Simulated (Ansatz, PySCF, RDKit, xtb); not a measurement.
# C5H3FO2S: ranking a sample of isomers, part 2 of 2

A sample of isomers of C5H3FO2S is drawn. Aim: find which of them has the lowest free energy at 298.15 K, then its properties. The sample is small against all isomers, and the most stable one of this formula need not be in it.

xtb, Ansatz and PySCF; isolated molecules. The steps go on from the part before.

### Step 12. The ranking

Energies in kcal/mol from c717a; G adds the thermal terms to the CCSD(T)/def2-SVP + MP2/def2-TZVPP - MP2/def2-SVP energy. The columns left of the relaxed level are at the tight-binding geometries.

```
label            SMILES     spin  GFN2-xTB  HF/STO-3G  r2SCAN-D4/def2-SVP  PBE0-D3(BJ)/def2-SVP  HF/def2-SVP  MP2/def2-SVP  CCSD(T)/def2-SVP + MP2/def2-TZVPP - MP2/def2-SVP    G  share at equilibrium     T1
c717a  O=C1OC(=S)C=C1CF  singlet       0.0        0.0                 0.0                   0.0          0.0           0.0                                               0.0  0.0               100.0 %  0.016
c483a    O=COc1cc(F)cs1  singlet      -0.6       -5.2                 6.0                   4.6         10.5           4.6                                               5.6  5.6               < 0.1 %  0.015
c681a    O=c1cc(F)occ1S  singlet      -1.2        3.0                 1.7                   1.3          9.0           6.5                                               7.2  6.7               < 0.1 %  0.016
c194a    O=COc1csc(F)c1  singlet       0.7       -4.0                 7.3                   5.9         12.5           6.2                                               7.0  7.1               < 0.1 %  0.015
c088a   C=Cc1sc(=O)oc1F  singlet       1.4       -4.0                 7.5                   6.8         13.9           9.5                                               8.2  8.1               < 0.1 %  0.016
```

Lowest found: c717a, `O=C1OC(=S)C=C1CF`, a singlet. Bond lengths: C2–C3 1.464 Å, C1–C4 1.484 Å, C3–C4 1.344 Å, C4–C5 1.482 Å, C5–F6 1.362 Å, C1–O7 1.190 Å, C1–O8 1.381 Å, C2–O8 1.362 Å, C2–S9 1.615 Å, C3–H10 1.088 Å, C5–H11 1.105 Å, C5–H12 1.105 Å. Some angles: C2–C3–C4 108.0°, C3–C2–O8 108.2°, C3–C2–S9 128.6°, O8–C2–S9 123.2°, C1–C4–C3 107.3°, C1–C4–C5 122.6°, C3–C4–C5 130.1°, C4–C1–O7 129.9°, C4–C1–O8 107.1°, O7–C1–O8 123.0°.

```xyz
12

C    -0.4383    0.9403    1.7452
C    -0.5950   -1.2834    1.5506
C    -0.0584   -0.7712    0.2886
C     0.0410    0.5647    0.3919
C     0.5212    1.5647   -0.5903
F     0.9024    0.9574   -1.7488
O    -0.5223    2.0123    2.2559
O    -0.8046   -0.2272    2.3846
S    -0.9122   -2.8124    1.9639
H     0.1985   -1.4085   -0.5549
H    -0.2791    2.2976   -0.7992
H     1.3729    2.1264   -0.1658
```

### Step 13. Density, orbitals and dipole (PBE0/def2-SVPD)

input.yaml reads:

```yaml
crystal:
  periodic: [false, false, false]
  atoms:
    - {symbol: C, position_ang: [-0.438257, 0.940281, 1.745181]}
    - {symbol: C, position_ang: [-0.594967, -1.283383, 1.550590]}
    - {symbol: C, position_ang: [-0.058401, -0.771234, 0.288645]}
    - {symbol: C, position_ang: [0.040989, 0.564719, 0.391872]}
    - {symbol: C, position_ang: [0.521156, 1.564702, -0.590300]}
    - {symbol: F, position_ang: [0.902372, 0.957412, -1.748813]}
    - {symbol: O, position_ang: [-0.522301, 2.012328, 2.255862]}
    - {symbol: O, position_ang: [-0.804602, -0.227245, 2.384620]}
    - {symbol: S, position_ang: [-0.912247, -2.812431, 1.963948]}
    - {symbol: H, position_ang: [0.198531, -1.408550, -0.554943]}
    - {symbol: H, position_ang: [-0.279125, 2.297609, -0.799225]}
    - {symbol: H, position_ang: [1.372938, 2.126430, -0.165847]}
basis:
  gaussian: {orbitals: def2-SVPD}
hamiltonian: {xc: pbe0}
output: {forces: true, orbitals: {seedname: orbitals}}
```

Command:

```
$ ansatz run input.yaml --threads 4 --pin off --max-ram 7830MiB --events-out events.jsonl --progress --plain --runs-dir runs
```

What it wrote, shortened:

```text
Warning: RAYON_NUM_THREADS=4 ignored (pool sized by the plan → 4); use --threads N
Functional definition: PBE0
  name "PBE0"
[...]
1867 factors; their error is unknown
[...]
mean field -22851.15586440 eV, -839.7644889471 hartree, gradient 4.4e-5 eV, S^2 0.000000; 0 other end points of the search recorded, 0 dependent functions left out
[...]
reference -22851.15591181 eV, -839.7644906894 hartree; 37, 37 occupied and 183, 183 virtual orbitals, 1867 factors
[...]
Atom 7 at    -0.804602    -0.227245     2.384620 Å, force    -0.019603    -0.001938     0.050757 eV/Å
Atom 8 at    -0.912247    -2.812431     1.963948 Å, force    -0.024804    -0.096420     0.038571 eV/Å
Atom 9 at     0.198531    -1.408550    -0.554943 Å, force    -0.012368     0.023354     0.038097 eV/Å
Atom 10 at    -0.279125     2.297609    -0.799225 Å, force     0.058875    -0.041751    -0.060097 eV/Å
Atom 11 at     1.372938     2.126430    -0.165847 Å, force    -0.010317    -0.034517    -0.086662 eV/Å
Dipole moment:     0.196260     0.128845    -0.477931 e Å
```

Run time: 7.5 s. Hardware: 4 threads of Arm Neoverse V1, shared host; peak memory 0.82 GiB.

### Step 14. Electronic excitations (TD-PBE0/def2-SVPD)

An in-house driver calls PySCF's response routines at TD-PBE0/def2-SVPD; it has no typed input.

What it wrote:

```text
coarse grid: 12176 points
cycle   1  E = -839.4601866763  dE =  1.798e+00  |g| = 9.756e-01  |ddm| = 6.364e+00
cycle   2  E = -838.8579689285  dE =  6.022e-01  |g| = 1.999e+00  |ddm| = 4.275e+00
cycle   3  E = -839.6429221763  dE = -7.850e-01  |g| = 2.480e-01  |ddm| = 3.253e+00
cycle   4  E = -839.6530378640  dE = -1.012e-02  |g| = 1.168e-01  |ddm| = 4.718e-01
cycle   5  E = -839.6554493910  dE = -2.412e-03  |g| = 3.000e-02  |ddm| = 1.645e-01
cycle   6  E = -839.6556544447  dE = -2.051e-04  |g| = 7.629e-03  |ddm| = 6.127e-02
cycle   7  E = -839.6556668542  dE = -1.241e-05  |g| = 3.168e-03  |ddm| = 2.292e-02
cycle   8  E = -839.6556693699  dE = -2.516e-06  |g| = 8.540e-04  |ddm| = 6.943e-03
final grid: 117928 points
cycle   9  E = -839.7644584042  dE = -5.128e-06  |g| = 1.485e-02  |ddm| = 1.419e-01
cycle  10  E = -839.7643423499  dE =  1.161e-04  |g| = 2.754e-02  |ddm| = 5.838e-02
cycle  11  E = -839.7645022639  dE = -1.599e-04  |g| = 2.868e-03  |ddm| = 4.169e-02
cycle  12  E = -839.7645040203  dE = -1.756e-06  |g| = 5.022e-04  |ddm| = 4.873e-03
cycle  13  E = -839.7645040698  dE = -4.954e-08  |g| = 1.228e-04  |ddm| = 1.029e-03
cycle  14  E = -839.7645040729  dE = -3.126e-09  |g| = 3.442e-05  |ddm| = 2.245e-04
cycle  15  E = -839.7645040732  dE = -2.074e-10  |g| = 1.500e-05  |ddm| = 9.870e-05
converged SCF energy = -839.7645040732

Static polarisability (au): isotropic 93.015, principal 53.707 79.181 146.156

Singlet excitations
state   eV       nm        f      main configurations
  1   2.2025    562.9   0.00001   H->L 0.99
  2   4.0208    308.4   0.00017   H-2->L 0.97
  3   4.5164    274.5   0.46078   H-1->L 0.85, H-3->L 0.12
  4   4.7735    259.7   0.05469   H-3->L 0.86, H-1->L 0.11
  5   5.5119    224.9   0.00027   H->L+1 0.97
  6   6.1778    200.7   0.00492   H-5->L 0.82, H-6->L 0.15
  7   6.3183    196.2   0.00046   H-6->L 0.80, H-5->L 0.15
  8   6.4509    192.2   0.00929   H-4->L 0.96

Triplet excitations (Tamm-Dancoff, eV): 1.7834 2.3900 3.6416
```

Wall time 14 s (4 threads of Arm Neoverse V1, shared host); peak memory 1.1 GiB.

The roots found:

```
excited state  energy (eV)  strength
            1        2.203    0.0000
            2        4.021    0.0002
            3        4.516    0.4608
            4        4.774    0.0547
            5        5.512    0.0003
            6        6.178    0.0049
            7        6.318    0.0005
            8        6.451    0.0093
```

### Step 15. NMR shieldings (GIAO PBE0/pcSseg-1)

An in-house driver calls PySCF's response routines at GIAO PBE0/pcSseg-1; it has no typed input.

What it wrote:

```text
coarse grid: 12176 points
cycle   1  E = -839.8352661177  dE =  1.874e+00  |g| = 1.023e+00  |ddm| = 3.595e+00
cycle   2  E = -839.2193500938  dE =  6.159e-01  |g| = 2.063e+00  |ddm| = 2.787e+00
cycle   3  E = -840.0255242996  dE = -8.062e-01  |g| = 2.685e-01  |ddm| = 2.140e+00
cycle   4  E = -840.0368216080  dE = -1.130e-02  |g| = 1.248e-01  |ddm| = 3.025e-01
cycle   5  E = -840.0394084718  dE = -2.587e-03  |g| = 3.112e-02  |ddm| = 9.875e-02
cycle   6  E = -840.0396197050  dE = -2.112e-04  |g| = 8.554e-03  |ddm| = 3.295e-02
cycle   7  E = -840.0396349469  dE = -1.524e-05  |g| = 3.382e-03  |ddm| = 1.046e-02
cycle   8  E = -840.0396376310  dE = -2.684e-06  |g| = 9.643e-04  |ddm| = 3.729e-03
final grid: 117928 points
cycle   9  E = -840.1223908488  dE = -7.859e-06  |g| = 1.578e-02  |ddm| = 3.118e-02
cycle  10  E = -840.1222716258  dE =  1.192e-04  |g| = 2.891e-02  |ddm| = 3.721e-02
cycle  11  E = -840.1224366657  dE = -1.650e-04  |g| = 3.028e-03  |ddm| = 2.648e-02
cycle  12  E = -840.1224385125  dE = -1.847e-06  |g| = 5.418e-04  |ddm| = 2.755e-03
cycle  13  E = -840.1224385642  dE = -5.166e-08  |g| = 1.309e-04  |ddm| = 5.016e-04
cycle  14  E = -840.1224385677  dE = -3.522e-09  |g| = 3.508e-05  |ddm| = 1.135e-04
cycle  15  E = -840.1224385679  dE = -1.992e-10  |g| = 1.362e-05  |ddm| = 4.286e-05
converged SCF energy = -840.1224385679

GIAO shielding tensors (ppm)
atom      isotropic    diamagn.    paramagn.     s11        s22        s33       span
  0 C       12.385     248.542    -236.157    -79.300     45.549     70.907    150.208
  1 C      -26.954     257.965    -284.919   -190.923     31.368     78.694    269.617
  2 C       42.643     248.932    -206.289    -73.544     67.758    133.715    207.259
  3 C       38.490     267.132    -228.642    -76.328     61.687    130.110    206.437
  4 C      105.483     236.418    -130.935     78.824     81.334    156.290     77.466
  5 F      436.656     473.518     -36.861    414.544    434.994    460.431     45.887
  6 O     -157.971     397.375    -555.347   -574.381   -203.958    304.424    878.805
  7 O       -6.940     400.549    -407.489   -119.886    -71.594    170.661    290.547
  8 S     -311.189    1054.800   -1365.989  -1589.123    -30.640    686.195   2275.317
  9 H       24.406      31.843      -7.437     21.074     22.287     29.858      8.784
 10 H       25.850      26.623      -0.773     21.456     26.280     29.815      8.359
 11 H       25.851      26.405      -0.554     21.455     26.280     29.816      8.361
```

It took 8.7 s on 4 threads of Arm Neoverse V1, shared host; peak memory 1.2 GiB.

Isotropic shieldings, averaged over atoms that the bond graph makes equivalent (absolute, not shifts):

```
   atoms  shielding (ppm)
      C1             12.4
      C2            -27.0
      C3             42.6
      C4             38.5
      C5            105.5
      F6            436.7
      O7           -158.0
      O8             -6.9
      S9           -311.2
     H10            24.41
H11, H12            25.85
```

### Step 16. The cation at the same geometry (PBE0/def2-SVPD)

Edit input.yaml of step 13 so:

```diff
@@ -1 +1,3 @@
+basis:
+  gaussian: {orbitals: def2-SVPD}
 crystal:
@@ -15,5 +17,4 @@
     - {symbol: H, position_ang: [1.372938, 2.126430, -0.165847]}
-basis:
-  gaussian: {orbitals: def2-SVPD}
+total_charge: 1
+magnetization: {spin_polarized: true, initial_magnetization: 1}
 hamiltonian: {xc: pbe0}
-output: {forces: true, orbitals: {seedname: orbitals}}
```

Command:

```
$ ansatz run input.yaml --threads 4 --pin off --max-ram 7830MiB --events-out events.jsonl --progress --plain --runs-dir runs
```

What it wrote, shortened:

```text
Warning: RAYON_NUM_THREADS=4 ignored (pool sized by the plan → 4); use --threads N
[... 2 set-up lines as earlier in the session ...]
[...]
1867 factors; their error is unknown
[...]
mean field -22841.74385602 eV, -839.4186040186 hartree, gradient 2.6e-5 eV, S^2 0.759891; 2 other end points of the search recorded, 0 dependent functions left out
reference -22841.74391670 eV, -839.4186062485 hartree; 37, 36 occupied and 183, 184 virtual orbitals, 1867 factors
Total energy: -22841.74391670 eV, -839.4186062485 hartree
```

It took 16 s on 4 threads of Arm Neoverse V1, shared host; peak memory 1 GiB.

Difference from the parent: 9.41 eV.

### Step 17. The anion at the same geometry (PBE0/def2-SVPD)

Edit input.yaml of step 16 so:

```diff
@@ -1,3 +1 @@
-basis:
-  gaussian: {orbitals: def2-SVPD}
 crystal:
@@ -17,4 +15,7 @@
     - {symbol: H, position_ang: [1.372938, 2.126430, -0.165847]}
-total_charge: 1
+basis:
+  gaussian: {orbitals: def2-SVPD}
+total_charge: -1
 magnetization: {spin_polarized: true, initial_magnetization: 1}
-hamiltonian: {xc: pbe0}
+hamiltonian: {xc: {name: PBE0}}
+scf: {lower_state_search: off}
```

Command:

```
$ ansatz run input.yaml --threads 4 --pin off --max-ram 7830MiB --events-out events.jsonl --progress --plain --runs-dir runs
```

What it wrote, shortened:

```text
Warning: RAYON_NUM_THREADS=4 ignored (pool sized by the plan → 4); use --threads N
[... 2 set-up lines as earlier in the session ...]
[...]
1867 factors; their error is unknown
[...]
mean field -22853.13873774 eV, -839.8373581983 hartree, gradient 3.5e-6 eV, S^2 0.756732; 0 other end points of the search recorded, 0 dependent functions left out
reference -22853.13878022 eV, -839.8373597592 hartree; 38, 37 occupied and 182, 183 virtual orbitals, 1867 factors
Total energy: -22853.13878022 eV, -839.8373597592 hartree
Checks for a lower state left out: stability, starts, cluster_reference, orbital_swaps, neighbouring_geometries, increment
```

Wall time 7.5 s (4 threads of Arm Neoverse V1, shared host); peak memory 0.92 GiB.

Parent less the species with the added electron: 1.98 eV.

### Step 18. The triplet at the same geometry (PBE0/def2-SVPD)

Edit input.yaml of step 17 so:

```diff
@@ -16,6 +16,8 @@
 basis:
-  gaussian: {orbitals: def2-SVPD}
-total_charge: -1
-magnetization: {spin_polarized: true, initial_magnetization: 1}
-hamiltonian: {xc: {name: PBE0}}
-scf: {lower_state_search: off}
+  gaussian:
+    orbitals: def2-SVPD
+magnetization:
+  spin_polarized: true
+  initial_magnetization: 2
+hamiltonian:
+  xc: {name: PBE0}
```

Command:

```
$ ansatz run input.yaml --threads 4 --pin off --max-ram 7830MiB --events-out events.jsonl --progress --plain --runs-dir runs
```

What it wrote, shortened:

```text
Warning: RAYON_NUM_THREADS=4 ignored (pool sized by the plan → 4); use --threads N
[... 2 set-up lines as earlier in the session ...]
[...]
1867 factors; their error is unknown
[...]
mean field -22849.26092921 eV, -839.6948513633 hartree, gradient 1.6e-5 eV, S^2 2.018690; 2 other end points of the search recorded, 0 dependent functions left out
reference -22849.26097822 eV, -839.6948531642 hartree; 38, 36 occupied and 182, 184 virtual orbitals, 1867 factors
Total energy: -22849.26097822 eV, -839.6948531642 hartree
```

Run time: 15 s. Hardware: 4 threads of Arm Neoverse V1, shared host; peak memory 1.1 GiB.

It lies 1.89 eV above the singlet.

### Step 19. Results

The summary covers parts 1 to 2.

```
                                           quantity                                                                     value
                             lowest structure found                                                 O=C1OC(=S)C=C1CF, singlet
                                      next finalist                         O=COc1cc(F)cs1, singlet, 5.6 kcal/mol higher in G
          share at equilibrium, among the finalists                                                                   100.0 %
                                             funnel  13 starts, 12 minima at GFN2-xTB, 12 screening runs, 6 relaxed, 5 ranked
                               CPU time of all runs                                                                    35 min
                     dipole moment (PBE0/def2-SVPD)                                                                    2.56 D
                       HOMO energy (PBE0/def2-SVPD)                                                                  -7.47 eV
                       LUMO energy (PBE0/def2-SVPD)                                                                  -3.77 eV
                     HOMO–LUMO gap (PBE0/def2-SVPD)                                                                   3.69 eV
              lowest excitation (TD-PBE0/def2-SVPD)                                                       2.20 eV (f = 0.000)
       strongest of the states computed, same level                                                       4.52 eV (f = 0.461)
lowest triplet excitation, same level, Tamm-Dancoff                                                                   1.78 eV
                         vertical ionisation energy                                                                   9.41 eV
                         vertical electron affinity                                                                   1.98 eV
                      vertical triplet less singlet                                                                  +1.89 eV
```

In words: `O=C1OC(=S)C=C1CF` comes out lowest. Among the finalists first place is clear (5.6 kcal/mol); structures outside the list aren't covered. r2SCAN-D4/def2-SVP, PBE0-D3(BJ)/def2-SVP, HF/def2-SVP and MP2/def2-SVP already put its bonding pattern lowest among the structures in one piece; GFN2-xTB favours the singlet O=c1cc(F)occ1S; HF/STO-3G favours the singlet O=COc1cc(F)cs1. The largest share of the time went into the final energies (56 %). Lowest found is not proven lowest: the search is finite, and each finalist counts with one conformer. Only 10 drawn patterns were tried, so whole families of isomers are missing, and the result ranks this sample alone.
